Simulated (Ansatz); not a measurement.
# YIn: the cost of one run

Program: Ansatz 0.2.0. Level of theory: DFT LDA, with the methods named in each step. These are calculated values, not measurements.

### Step 1. The structure to begin with

It takes space group P4/mmm (No. 123, tetragonal). The conventional cell has a = 3.542 Å, b = 3.542 Å, c = 4.195 Å, α = 90.00°, β = 90.00°, γ = 90.00°. Y (site symmetry 4/mmm) has 8 In at 3.27 Å and 4 Y at 3.54 Å as nearest neighbours. Around In (site symmetry 4/mmm) lie 8 Y at 3.27 Å and 4 In at 3.54 Å.

Coordinates:

```
Y In
1.0
     3.54244    0.00000    0.00000
     0.00000    3.54244    0.00000
     0.00000    0.00000    4.19496
Y In
1 1
Direct
  0.00000 0.00000 0.00000
  0.50000 0.50000 0.50000
```

Atoms are numbered in the order of the input: Y1, In2.

### Step 2. Free moments, LAPW

File input.yaml:

```yaml
crystal:
  lattice:
    - [3.5424350136, 0.0, 0.0]
    - [0.0, 3.5424350136, 0.0]
    - [0.0, 0.0, 4.19496077]
  atoms:
    - { symbol: "Y", position: [0.0, 0.0, 0.0], spin: 0.6 }
    - { symbol: In, position: [0.5, 0.5, 0.5] }
magnetization:
  spin_polarized: true
kpoints:
  mp_grid: { grid: [11, 11, 9] }
scf:
  occupations: { method: fermi_dirac, width: 0.03 }
  lower_state_search: "off"
hamiltonian:
  xc: lda
  pseudopotentials: { kind: all_electron, lapw: { basis_error: 0.001 } }
output:
  forces: true
  stress: true
  eigenvalues: false
  populations: true
  dos: { projected: true, de: 0.1, e_range: [-8, 5] }
```

Launch:

```console
$ ansatz run input.yaml --threads 1 --pin off --max-ram 3072MiB --backend cpu --events-out ev --progress --plain --runs-dir out
```

**Question.** How long does this run take on 1 thread of Arm Neoverse N1, shared host, and how much memory does it need?

About 2 min, with a peak of 0.63 GiB.
